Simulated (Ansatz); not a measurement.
# CH8ClNSi2: up Jacob's ladder to CCSD(T)

The task here is to estimate one member of a computed series from the others.

Computed with Ansatz 0.2.0, Gaussian basis. Level: functionals in def2-TZVPP, the program's frozen cores in correlated methods.

Plan: PBE-D4, r2SCAN-D4, PBE0-D4, B3LYP-D4, ωB97X-V, ωB97M-V, B2PLYP; CCSD(T)/def2-TZVPP; MP2/def2-QZVPP; extrapolation to the limit.

### The geometry

The geometry comes from an earlier relaxation with PBE0-D4 in a triple-zeta def2 set; it is a stationary point, not always the lowest conformer.

SMILES `CN[SiH]([SiH3])Cl`, 13 atoms, charge 0, spin multiplicity 1.

Atoms are counted from 1 here; the program's logs count them from 0.

Bond lengths: C1–N2 1.449 Å, C1–H6 1.096 Å, C1–H7 1.093 Å, C1–H8 1.093 Å, N2–Si3 1.702 Å, N2–H9 1.009 Å, Si3–Si4 2.339 Å, Si3–Cl5 2.087 Å, Si3–H10 1.483 Å, Si4–H11 1.486 Å, Si4–H12 1.488 Å, Si4–H13 1.488 Å. Angles: N2–C1–H6 113.0°, N2–C1–H7 109.7°, N2–C1–H8 110.9°, H6–C1–H7 107.3°, H6–C1–H8 108.5°, H7–C1–H8 107.3°, C1–N2–Si3 124.8°, C1–N2–H9 113.4°, Si3–N2–H9 117.1°, N2–Si3–Si4 111.5°, N2–Si3–Cl5 114.1°, N2–Si3–H10 106.5°, Si4–Si3–Cl5 104.9°, Si4–Si3–H10 114.1°, Cl5–Si3–H10 105.8°, Si3–Si4–H11 109.1°, Si3–Si4–H12 110.7°, Si3–Si4–H13 110.3° and more.

The first run:

Input file in.yaml:

```yaml
crystal:
  periodic: [false, false, false]
  atoms:
    - {symbol: C, position_ang: [-1.600435, 0.458011, 0.910613]}
    - {symbol: N, position_ang: [-0.200900, 0.790826, 1.082525]}
    - {symbol: Si, position_ang: [0.990990, 0.628645, -0.121491]}
    - {symbol: Si, position_ang: [0.941492, -1.497639, -1.094527]}
    - {symbol: Cl, position_ang: [0.775727, 1.955504, -1.718143]}
    - {symbol: H, position_ang: [-2.201064, 1.302301, 0.553888]}
    - {symbol: H, position_ang: [-1.699795, -0.345230, 0.176743]}
    - {symbol: H, position_ang: [-2.032790, 0.097173, 1.847600]}
    - {symbol: H, position_ang: [-0.037473, 1.478582, 1.801925]}
    - {symbol: H, position_ang: [2.284772, 0.973065, 0.516669]}
    - {symbol: H, position_ang: [2.018813, -1.591936, -2.114278]}
    - {symbol: H, position_ang: [1.149396, -2.552526, -0.065786]}
    - {symbol: H, position_ang: [-0.368331, -1.731176, -1.760838]}
basis:
  gaussian: {orbitals: def2-TZVPP}
hamiltonian: {xc: pbe, dispersion: d4}
output: {forces: true, orbitals: {seedname: orbitals}}
```

On the command line:

```bash
$ ansatz run in.yaml --threads 4 --pin off --events-out ev --progress --plain --max-ram 10444MiB
```

Among the steps run: PBE-D4 (GGA); r2SCAN-D4 (meta-GGA); PBE0-D4 (hybrid); B3LYP-D4 (hybrid); ωB97X-V (range-separated); ωB97M-V (range-separated); B2PLYP (double hybrid); CCSD(T) in def2-TZVPP; MP2 in def2-QZVPP.

One table of the session follows, with a row left open; its other results are not shown here.

It belongs to the step «Atomisation energies». 

```
            method  atomisation energy (kJ/mol)
            PBE-D4                       4352.4
         r2SCAN-D4                       4321.9
           PBE0-D4                       4311.8
          B3LYP-D4                            ?
           ωB97X-V                       4359.3
           ωB97M-V                       4340.2
            B2PLYP                       4265.4
     HF/def2-TZVPP                       3188.0
    MP2/def2-TZVPP                       4225.5
   CCSD/def2-TZVPP                       4153.9
CCSD(T)/def2-TZVPP                       4206.4
           MP2/CBS                       4349.5
       CCSD(T)/CBS                       4330.4
```

Estimate the missing values for B3LYP-D4.

As computed: atomisation energy (kJ/mol): 4328.6. In the column «atomisation energy (kJ/mol)» it lies between r2SCAN-D4 (4321.9) and CCSD(T)/CBS (4330.4).

Caveats from the session: Free atoms (1 C, 1 N, 2 Si, 1 Cl, 8 H) were run apart at each level; the atomisation energy is their sum less the molecule, without zero-point or spin-orbit terms.
